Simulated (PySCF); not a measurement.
# C4H3BF2O: the cost of one run

Computed with PySCF 2.14.0, with density-fitted response routines of our own, on a single molecule in the gas phase. Atoms are numbered from 0 throughout.

### Step 1. The starting structure

11 atoms, charge 0, multiplicity 1; geometry from: GFN2-xTB. The atoms were then displaced at random by about 0.01 Å, so the start is not that level's minimum.

Bonds of the start (Å): O0–C1 1.22, C1–C2 1.44, C2–C3 1.15, C3–C4 1.48, C4–B5 1.60, B5–F6 1.30, B5–F7 1.31, C1–H8 1.13, C4–H9 1.10, C4–H10 1.07.

### Step 2. Geometry optimisation at PBE0-D3(BJ)/def2-SVP

The job: settings as JSON, then the geometry in Å.

```
{"job": {"xc": "PBE0", "basis": "def2-SVP", "d3": "d3bj", "grid": 1, "shake": 0.01, "kind": "geom"}, "charge": 0, "multiplicity": 1}
O      3.536160    -0.521080    -0.753210
C      2.742230    -0.326430     0.148710
C      1.305380    -0.372610     0.045140
C      0.160790    -0.432850    -0.068470
C     -1.318040    -0.493240    -0.182890
B     -1.908340     0.989080    -0.014790
F     -2.098580     1.779700    -1.033070
F     -2.195570     1.504440     1.150560
H      3.093690    -0.093610     1.199640
H     -1.694560    -1.143290     0.627050
H     -1.585060    -0.915930    -1.134320
```

On the command line:

```console
$ OMP_NUM_THREADS=1 python probes_run.py task.json out
```

This one command runs all jobs of the session in turn.

**Question.** How long does this first job take on 1 thread of Arm Neoverse V1, shared host, and how much memory does it need?

About 93 s, with a peak of 0.51 GiB.
